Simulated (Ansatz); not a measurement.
Below is the output of a Python script on the Python package of Ansatz (0.2.0) that makes a ladder of methods at one geometry of C2H7AlS2, SMILES [CH3][AlH][S]SC. Write a script that gives it. Use (for the species named): BLYP, cc-pVDZ basis, multiplicity 1. The script varies functional: blyp, pbe, pbe0, lda, hse06.

```xyz
12

C    -1.3451    1.1212    1.0081
Al   -0.2814   -0.3329    1.6868
S     1.7942   -0.6262    0.8824
S     1.2273   -1.8901   -0.6791
C     1.0827   -0.5570   -1.9080
H    -1.6866    1.8435    1.8359
H    -0.7844    1.7506    0.2571
H    -2.2651    0.7719    0.5069
H    -0.8678   -1.3161    2.8206
H     2.0856   -0.0864   -1.9803
H     0.7494   -0.9593   -2.8487
H     0.3681    0.2257   -1.5477
```

Running `python methods_c2h7als2.py` prints:
```text
functional    E (Ha)        dipole (D)   HOMO (eV)  LUMO (eV)
blyp         -1119.197273     2.244      -5.162     -2.256
pbe          -1118.667395     2.371      -5.364     -2.440
pbe0         -1118.777946     2.455      -6.540     -1.642
lda          -1114.683638     2.434      -5.436     -2.636
hse06        -1118.752244     2.451      -6.143     -2.013
```

The script that was run (others could print the same):

The script, `methods_c2h7als2.py`:
```python
# -*- coding: utf-8 -*-
'''C2H7AlS2 at several levels of theory.'''

from pathlib import Path

import ansatz as az
from ase import Atoms
import numpy as np

atoms = Atoms(['C', 'Al', 'S', 'S', 'C', 'H', 'H', 'H', 'H', 'H', 'H', 'H'], positions=[
    [-1.3451, 1.1212, 1.0081],
    [-0.2814, -0.3329, 1.6868],
    [1.7942, -0.6262, 0.8824],
    [1.2273, -1.8901, -0.6791],
    [1.0827, -0.557, -1.908],
    [-1.6866, 1.8435, 1.8359],
    [-0.7844, 1.7506, 0.2571],
    [-2.2651, 0.7719, 0.5069],
    [-0.8678, -1.3161, 2.8206],
    [2.0856, -0.0864, -1.9803],
    [0.7494, -0.9593, -2.8487],
    [0.3681, 0.2257, -1.5477],
])
geometry = az.Crystal.molecule_from_ase(atoms)

base = geometry.calculation().basis(gaussian='cc-pVDZ')

print('functional    E (Ha)        dipole (D)   HOMO (eV)  LUMO (eV)')
for name in ['blyp', 'pbe', 'pbe0', 'lda', 'hse06']:
    data = base.functional(name).forces().orbitals().run(threads=1, backend='cpu', runs_dir='runs').report
    lines = Path(data['orbitals_path']).read_text().splitlines()
    field_of = lambda key: [line.split('=')[1].strip() for line in lines if line.startswith(key)]
    orbitals = [(27.211386 * float(e), s, float(n)) for e, s, n in zip(field_of('Ene='), field_of('Spin='), field_of('Occup='))]
    homo = max(e for e, _, n in orbitals if n > 0.5)
    lumo = min(e for e, _, n in orbitals if n < 0.5)
    dipole = 4.803205 * np.linalg.norm(data['charge_distribution']['dipole_moment_e_ang'])
    print(f'{name:10s} {data["free_energy_ev"] / 27.211386246:14.6f} {dipole:9.3f} {homo:11.3f} {lumo:10.3f}')
```

Total energies depend on the basis set; only differences at equal settings carry meaning. The geometry is a force-field or estimated start, not a minimum of this method, and the basis set is short of its limit. A lower total doesn't mark the better method: functionals have no common bound, and MP2 and coupled cluster aren't variational. Levels such as HOMO and LUMO are orbital energies: with these approximate functionals they aren't the ionisation energy and electron affinity, and their gap isn't the fundamental gap. For Al to Cl the sets with a tight d function, cc-pV(X+d)Z, are usual. hse06 follows the composition of plane-wave codes, whose totals differ by tens of mHa, up to about 0.1 Ha, from the form usual in Gaussian-basis programs (wpbeh). Wall time of the script: 31 s on 1 thread of Arm Neoverse V1, on a shared host, peak memory 0.36 GiB.
